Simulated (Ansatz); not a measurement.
# LiZr3N2: the cost of one run

Method: DFT PBE, scalar-relativistic, plane waves, PAW, in Ansatz 0.2.0.

1 further run of the same task is left out (for a known fault of the program).

## 1. The starting structure

The structure is hexagonal, space group P6/mmm (No. 191). Conventional cell: a = 4.639 Å, b = 4.639 Å, c = 5.332 Å, α = 90.00°, β = 90.00°, γ = 120.00°. Around Li (site symmetry 6/mmm) lie 2 N at 1.54 Å. Zr (site symmetry mmm) is surrounded by 4 Zr at 2.32 Å and 4 N at 2.58 Å. Around N (site symmetry 6mm) lie 1 Li at 1.54 Å.

Coordinates:

```
CELL_PARAMETERS angstrom
4.63903 0.00000 0.00000
-2.31951 4.01752 0.00000
0.00000 0.00000 5.33240
ATOMIC_POSITIONS crystal
Li 0.00000 0.00000 0.00000
Zr 0.50000 0.00000 0.50000
Zr 0.00000 0.50000 0.50000
Zr 0.50000 0.50000 0.50000
N 0.00000 0.00000 0.71102
N 0.00000 0.00000 0.28898
```

A structure generator made this guess: random cell by space group and Wyckoff sites (P6/mmm, No. 191). Lengths come from tabulated atomic sizes and are only a guess.

## 2. A first look at the guess

input.yaml reads:

```yaml
crystal:
  lattice:
    - [4.6390269, 0.0, 0.0]
    - [-2.31951345, 4.01751514, 0.0]
    - [0.0, 0.0, 5.33240362]
  atoms:
    - { symbol: Li, position: [0.0, 0.0, 0.0] }
    - { symbol: Zr, position: [0.5, 0.0, 0.5] }
    - { symbol: Zr, position: [0.0, 0.5, 0.5] }
    - { symbol: Zr, position: [0.5, 0.5, 0.5] }
    - { symbol: "N", position: [0.0, 0.0, 0.71102419] }
    - { symbol: "N", position: [0.0, 0.0, 0.28897581] }
basis:
  ecutwfc: 420
kpoints:
  mp_grid: { grid: [6, 6, 4] }
hamiltonian:
  xc: pbe
scf:
  occupations: { method: gaussian, width: 0.1 }
  lower_state_search: "off"
output:
  forces: true
  stress: true
  eigenvalues: true
```

Started as:

```bash
$ ansatz run input.yaml --threads 1 --pin off --max-ram 2560MiB --backend cpu --events-out ev --progress --plain --runs-dir out
```

**Question.** How long does this run take on 1 thread of Intel Xeon at 2.50GHz (Skylake/Cascade Lake), shared host, and how much memory does it need?

About 8.7 s, with a peak of 0.4 GiB.
